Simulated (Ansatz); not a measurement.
# SiGePH (triplet): from Hartree-Fock to the top rungs at a displaced geometry (v2), cc-pVDZ

How much of the correlation energy of SiGePH (triplet) does each wave-function method recover here?

Method: cc-pVDZ, core rule «outside noble gas», up to 24 orbitals frozen; program: Ansatz 0.2.0, Gaussian basis.

Plan: UHF; CCSD(T) on ROHF; CCSD(T) on UHF; BCCD(T) on ROHF; CISD as a restricted active space (open shells left free, so some higher excitations enter); CCSDT(Q) on ROHF; CCSDT(Q) on UHF.

19 further runs of the same task are left out: 9 that didn't finish, 10 set aside as unsound or not needed. Runs told in other sessions of the task aren't counted.

## 1. What is computed

The geometry is a PBE0/def2-TZVP stationary point (not a proven minimum) with its atoms shifted at random (size 0.100 Å). No spin-orbit coupling is included. The filled d shell of Ge may be among the frozen orbitals whatever the setting's name suggests.

4 atoms, charge 0, spin multiplicity 3.

Atoms are counted from 1 here; the program's logs count them from 0.

Bond lengths: P1–Ge2 2.692 Å, P1–Si3 2.218 Å, P1–H4 1.374 Å, Ge2–Si3 2.315 Å. Angles: Ge2–P1–Si3 55.3°, Ge2–P1–H4 55.4°, Si3–P1–H4 110.6°, P1–Ge2–Si3 51.9°, P1–Si3–Ge2 72.8°.

## 2. UHF

Contents of in.yaml:

```yaml
crystal:
  periodic: [false, false, false]
  atoms:
    - {symbol: P, position_ang: [0.108964, 0.742075, 1.622246]}
    - {symbol: Ge, position_ang: [-0.055910, 0.166276, -1.002174]}
    - {symbol: Si, position_ang: [0.020710, -1.308658, 0.780833]}
    - {symbol: H, position_ang: [0.103819, 1.677846, 0.615875]}
basis:
  gaussian: {orbitals: cc-pVDZ}
magnetization: {spin_polarized: true, initial_magnetization: 2}
hamiltonian: {xc: hf}
output: {orbitals: {seedname: orbitals}}
```

Launch:

```console
$ ansatz run in.yaml --threads 1 --pin off --events-out ev --progress --plain --max-ram 2393MiB
```

The runs that follow: CCSD(T) on ROHF; CCSD(T) on UHF; BCCD(T) on ROHF; CISD as a restricted active space (open shells left free, so some higher excitations enter); CCSDT(Q) on ROHF; CCSDT(Q) on UHF.

Q: Predict the results of all the runs planned. Wanted: RCCSDT(Q) from the RHF energy; RMP2 from RCCSDT(Q); UMP2 from RCCSDT(Q); RCCSD from RCCSDT(Q); RCCSD(T) from RCCSDT(Q); UCCSD(T) from RCCSDT(Q); UCCSDT(Q) from RCCSDT(Q); T1 diagnostic.

The runs gave:

| quantity | value |
| --- | --- |
| RCCSDT(Q) from the ROHF energy | -9.1438 eV |
| RMP2 from RCCSDT(Q) | +147.7 kJ/mol |
| UMP2 from RCCSDT(Q) | +174.3 kJ/mol |
| RCCSD from RCCSDT(Q) | +57.9 kJ/mol |
| RCCSD(T) from RCCSDT(Q) | +9.4 kJ/mol |
| UCCSD(T) from RCCSDT(Q) | +10.5 kJ/mol |
| UCCSDT(Q) from RCCSDT(Q) | -0.9 kJ/mol |
| levels within 1 kcal/mol (43 meV) | UCCSDT, UCCSDT(Q) |
| T1 diagnostic | 0.049 |

RCCSD(T) misses by +9.4 kJ/mol, 1.1 % of the correlation energy. These misses are within one basis, not against nature; the frozen cores of restricted and unrestricted runs differ, which can shift their rows.

With open shells the CI space here admits some higher excitations, so it is larger than plain CISD.
